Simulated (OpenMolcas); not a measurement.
# V³⁺ among point charges: CASSCF and CASPT2 levels and susceptibility

How does a field of 4 point charges split the states of V³⁺, and what χT follows?

Program: OpenMolcas 26.06. Level of theory: state-averaged CASSCF and CASPT2, spin-orbit coupling by RASSI with atomic mean-field integrals. These are calculated values, not measurements, unless marked.

## Step 1: The system

```
Species                           : V³⁺ (vanadium, Z = 23, 20 electrons)
Basis                             : ANO-RCC-VTZP [6s5p3d2f1g], 59 functions
Scalar Hamiltonian                : DKH2, point nucleus
Inactive shells                   : 1s 2s 2p 3s 3p
Active space                      : 2 electrons in 5 orbitals (3d)
Some configurations of this space : 3d²
Orbitals                          : optimised for each spin and parity, averaged over all roots
```

Outer shells as boxes (Hund's rule):

3d2
```
3d [↑ ][↑ ][  ][  ][  ]
```

The ion sits among 4 point charges of -1.5 e arranged as a tetrahedron (Td), 1.6 Å from the ion.

Each step is its own input file, run in one work folder so that later steps find the files of earlier ones. Labels, J, g values, rates, χT and fits are worked out afterwards by a script from the matrices that RASSI stores.

## Step 2: Basis and integrals

Contents of a.inp:

```
&GATEWAY
Coord
1

V 0.0 0.0 0.0
Basis=ANO-RCC-VTZP
Group=NoSym
NoMove
AngMom=0.0 0.0 0.0
AMFI
XField
4 Angstrom 0
0.923760 0.923760 0.923760 -1.500000
0.923760 -0.923760 -0.923760 -1.500000
-0.923760 0.923760 -0.923760 -1.500000
-0.923760 -0.923760 0.923760 -1.500000
&SEWARD
```

Command:

```console
$ OMP_NUM_THREADS=1 MOLCAS_MEM=1689 MOLCAS_PROJECT=a pymolcas a.inp > a.log
```

## Step 3: Reference wave functions, triplets, 10 roots

Contents of a.inp:

```
&RASSCF
FileOrb=start.orb
Symmetry=1
Spin=3
nActEl=2 0 0
Inactive=9
Ras2=5
CIRoot=10 10 1
SDav=10
CIMx=300
Iter=120 100
PrWF=0.3
OrbListing=Nothing
MaxOrb=0
>>> COPY $Project.JobIph JOB001
```

start.orb holds the contracted functions of the basis, ordered by shell, or the orbitals of the step before.

## Step 4: CASSCF: singlets, 15 roots

Contents of a.inp:

```
&RASSCF
FileOrb=start.orb
Symmetry=1
Spin=1
nActEl=2 0 0
Inactive=9
Ras2=5
CIRoot=15 15 1
SDav=15
CIMx=300
Iter=120 100
PrWF=0.3
OrbListing=Nothing
MaxOrb=0
>>> COPY $Project.JobIph JOB002
```

## Step 5: State interaction with spin-orbit coupling

Contents of a.inp:

```
&RASSI
NrOfJobIphs=2 10 15
1 2 3 4 5 6 7 8 9 10
1 2 3 4 5 6 7 8 9 10 11 12 13 14 15
IphNames
JOB001
JOB002
EJob
SpinOrbit
DIPRint=1.0
SOCoupling=1000.0
Subsets=2
Property=9
'ANGMOM' 1 'ANGMOM' 2 'ANGMOM' 3 'MLTPL  1' 1 'MLTPL  1' 2 'MLTPL  1' 3
'AMFI' 1 'AMFI' 2 'AMFI' 3
SOProperty=3
'ANGMOM' 1 'ANGMOM' 2 'ANGMOM' 3
```

## Step 6: CASPT2: IPEA 0.25, imaginary shift 0.1 (closed shells correlated: 3s 3p)

Contents of a.inp:

```
>>> COPY JOB001 $Project.JobIph
&CASPT2
Multistate=10 1 2 3 4 5 6 7 8 9 10
NoMult
Frozen=5
IPEA=0.25
Imaginary=0.1
MaxIter=60
WThr=0.0 0.3 0.05
PrWF=0.5
NoMix
>>> COPY JOB002 $Project.JobIph
&CASPT2
Multistate=15 1 2 3 4 5 6 7 8 9 10 11 12 13 14 15
NoMult
Frozen=5
IPEA=0.25
Imaginary=0.1
MaxIter=60
WThr=0.0 0.3 0.05
PrWF=0.5
NoMix
```

(Steps that only read results are left out.)

**Question.** What will these runs give? Wanted: spin-free ground state; first state of the same spin within the active space; lowest level; next level.

**Answer**, as computed:

| quantity | value |
| --- | --- |
| method | SS-CASPT2, IPEA 0.25, imaginary shift 0.1 (closed shells correlated: 3s 3p) |
| spin-free ground state | 3A2, 1-fold in its orbital part |
| first state of the same spin within the active space | 3T2 at 2890 cm⁻¹ |
| lowest level | 3-fold T2 |
| next level | 2822.5 cm⁻¹ |
| χT at 300 K | 0.94 cm³ K/mol |
| effective moment at 300 K | 2.74 μB |

Cost by method:

| method | time of its own steps | time with the reference |
| --- | --- | --- |
| A. CASSCF | 6.5 s | 6.5 s |
| B. SS-CASPT2, IPEA 0.25, imaginary shift 0.1, +3s 3p | 6.2 s | 13 s |

Times are of one thread on a shared host.

In words: The spin-free ground state (3A2) comes to 100 % from free-ion F terms and keeps the highest spin of the shell. χT at 300 K is 0.94, against 1.00 cm³ K/mol for the spin alone; near agreement at one temperature doesn't show that the orbital moment is quenched. CASPT2 does not keep the components of a term degenerate, and the means are used. The field of point charges can differ much from that of real complexes. This is an electrostatic model: the charges have no orbitals.
